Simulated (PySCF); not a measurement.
# FeF4: relaxation and vibrations of the quintet

Aim: relax FeF4 as a quintet from a tetrahedral start, check by its vibrations whether the end is a minimum, and collect its spectrum and constants.

Program: PySCF 2.14.0. Level of theory: PBE0, basis Fe def2-SVP, F def2-SVP, no relativity, density fitting. These are calculated values, not measurements.

### 1 The system as given

5 atoms, charge 0, spin multiplicity 5.

Bond lengths: Fe1–F2 1.800 Å, Fe1–F3 1.800 Å, Fe1–F4 1.800 Å, Fe1–F5 1.800 Å. Angles: F2–Fe1–F3 109.5°, F2–Fe1–F4 109.5°, F2–Fe1–F5 109.5°, F3–Fe1–F4 109.5°, F3–Fe1–F5 109.5°, F4–Fe1–F5 109.5°.

Z-matrix (Å, degrees; charge 0 multiplicity 5):
```
Fe
F  1 1.8000
F  1 1.8000 2 109.48
F  1 1.8000 2 109.47 3 120.00
F  1 1.8000 2 109.47 3 -120.00
```

### 2 The SCF at the typed geometry

The steps below are one call of a driver around PySCF. For each, scf.py gives the equivalent set-up of the SCF; relaxations use the driver's own optimiser. After this first run the driver tries any further starts and a stability analysis.

Contents of scf.py:

```python
from pyscf import gto, scf, dft
mol = gto.M(atom='''
Fe     0.000000     0.000000     0.000000
F      1.469800     0.000000     1.039100
F     -1.469800     0.000000     1.039100
F      0.000000     1.469800    -1.039100
F     -0.000000    -1.469800    -1.039100''',
    basis={'Fe': 'def2-SVP', 'F': 'def2-SVP'},
    charge=0, spin=4)
mf = dft.UKS(mol, xc='PBE0')
mf.grids.atom_grid = (50, 194)
aux = {'Fe': 'def2-universal-JKFIT', 'F': 'def2-universal-JKFIT'}
mf = mf.density_fit(auxbasis=aux)
mf.conv_tol = 1e-08
mf.diis_space = 10
mf.max_cycle = 60
mf.init_guess = 'minao'
mf.verbose = 4
mf.kernel()
```

Launch:

```bash
> OMP_NUM_THREADS=2 python axn.py task.json out
```

Further steps of the session: Relaxation: tetrahedral start, quintet; Relaxing without the symmetry constraint; Frequencies.

What does the calculation give? Wanted: minimum; geometry; wavenumbers; dipole moment; highest occupied, lowest empty level; polar-tensor charge of Fe1; zero-point energy; atomisation energy; ⟨S²⟩.

As calculated:

| quantity | value |
| --- | --- |
| minimum | quintet, D2d |
| geometry | Fe–F 1.704 Å (×4); F–Fe–F 97.3° (×4), F–Fe–F 138.2° (×2) |
| wavenumbers (cm⁻¹) | 134 (a1), 189 (b2), 275 (e), 342 (b1), 656 (b2), 664 (a1), 775 (e) |
| dipole moment | 0.00 D |
| highest occupied, lowest empty level (either spin) | -11.54, -6.73 eV |
| polar-tensor charge of Fe1 | +2.02 e |
| zero-point energy | 24.4 kJ/mol |
| entropy at 298.15 K | 326.5 J/(mol K) |
| atomisation energy (no zero-point energy) | 1485 kJ/mol |
| ⟨S²⟩ | 6.044 |

From Td at the start the molecule goes to a D2d minimum. The strongest infrared band lies at 775 cm⁻¹ (e, stretch). Fe1 has a polar-tensor charge of +2.0 e (a dipole derivative, not a static charge), yet symmetry cancels the bond dipoles. Most of the spin sits on Fe1 (Mulliken spin 3.33, against 4 for the whole molecule). Other starts or spin states, not run here, may lie lower. Open d and f shells are described by one determinant, and the ground state may have another occupation or spin.
